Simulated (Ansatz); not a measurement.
**CuF: a single-point run**

Wanted: a converged single-point run for CuF, and a check of what comes out. The structure is shown as the input types it. The cell is built on a prototype (h-MgO type) and needn't be the phase found in nature.

Program: Ansatz 0.2.0. Level of theory: density functional or hybrid calculation with the settings of its input, plane waves (as first typed). These are calculated values, not measurements.

4 further runs of the same task are left out: 1 for a known fault of the program, 3 that didn't finish.

### 1 The starting structure

Symmetry: P6_3/mmc, No. 194, hexagonal system. Conventional cell: a = 3.509 Å, b = 3.509 Å, c = 5.083 Å, α = 90.00°, β = 90.00°, γ = 120.00°. Around Cu (site symmetry -6m2) lie 3 F at 2.03 Å. F (site symmetry -6m2) is surrounded by 3 Cu at 2.03 Å.

As a file:

```xyz
4
Lattice="3.5087 0.0000 0.0000 -1.7543 3.0386 0.0000 0.0000 0.0000 5.0825" Properties=species:S:1:pos:R:3 pbc="T T T"
Cu    0.0000    2.0257    1.2706
Cu    1.7543    1.0129    3.8119
F     1.7543    1.0129    1.2706
F     0.0000    2.0257    3.8119
```

### 2 The calculation

The input, input.yaml:

```yaml
crystal:
  lattice:
    - [3.5086571495, 0.0, 0.0]
    - [-1.7543285748, 3.0385862246, 0.0]
    - [0.0, 0.0, 5.082519893]
  atoms:
    - { symbol: Cu, position: [0.3333333333, 0.6666666667, 0.25] }
    - { symbol: Cu, position: [0.6666666667, 0.3333333333, 0.75] }
    - { symbol: F, position: [0.6666666667, 0.3333333333, 0.25] }
    - { symbol: F, position: [0.3333333333, 0.6666666667, 0.75] }
kpoints:
  mp_grid: { grid: [0, 4, 4] }
hamiltonian:
  xc: pbe
scf:
  occupations: { method: fermi_dirac, width: 0.02 }
  n_extra_bands: 5
output:
  forces: true
  stress: true
  eigenvalues: true
```

Run with:

```bash
$ ansatz run input.yaml --threads 4 --pin off --max-ram 3686MiB --backend cpu --events-out ev --progress --plain --runs-dir out
```

What happens when this is run?

Nothing was computed: the input was turned down at the start. The line that matters: «invalid value for `kpoints.mp_grid.grid`: each dimension must be in 1..=255»

In the input, kpoints.mp_grid.grid is [0, 4, 4]. No mesh follows from the k-point block as it stands.

The cure: set kpoints.mp_grid.grid to [6, 6, 4].
